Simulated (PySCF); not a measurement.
# C3H8AlFO: the cost of one run

Programs: PySCF 2.14.0, with density-fitted response routines of our own. Each step states its level of theory. These are calculated values for one molecule in the gas phase, unless marked as measured. Atoms count from 0, in the outputs and in this text.

**1. The molecule as given**

14 atoms, charge 0, multiplicity 1; geometry from: GFN2-xTB. The atoms were then displaced at random by about 0.01 Å, so the start is not that level's minimum.

Bonds of the start (Å): C0–C1 1.49, C1–O2 1.39, O2–Al3 1.69, Al3–C4 1.95, Al3–F5 1.67, C0–H6 1.11, C0–H7 1.08, C0–H8 1.11, C1–H9 1.10, C1–H10 1.09, C4–H11 1.10, C4–H12 1.07, C4–H13 1.10.

**2. Relaxing the molecule at PBE0-D3(BJ)/def2-SVP**

The job: settings as JSON, then the geometry in Å.

```
{"job": {"xc": "PBE0", "basis": "def2-SVP", "d3": "d3bj", "grid": 1, "shake": 0.01, "kind": "geom"}, "charge": 0, "multiplicity": 1}
C     -2.480000    -0.236400     0.282150
C     -1.246370    -0.873290    -0.272010
O     -0.128430    -0.094540    -0.021040
Al     1.150700     0.944460     0.347580
C      2.920890     0.260620     0.801170
F      0.813630     2.578150     0.307550
H     -2.629410     0.760110    -0.186810
H     -3.351270    -0.829510     0.069960
H     -2.406590    -0.062290     1.371370
H     -1.104490    -1.857000     0.201800
H     -1.342300    -1.007200    -1.345220
H      3.639740     1.088320     0.909170
H      3.260460    -0.413460     0.043760
H      2.896280    -0.273070     1.762850
```

The run is started by

```bash
$ OMP_NUM_THREADS=1 python probes_run.py task.json out
```

The driver reads the jobs from task.json and runs them one after another.

**Question.** How long does this first job take on 1 thread of Arm Neoverse V1, shared host, and how much memory does it need?

About 73 s, with a peak of 0.53 GiB.
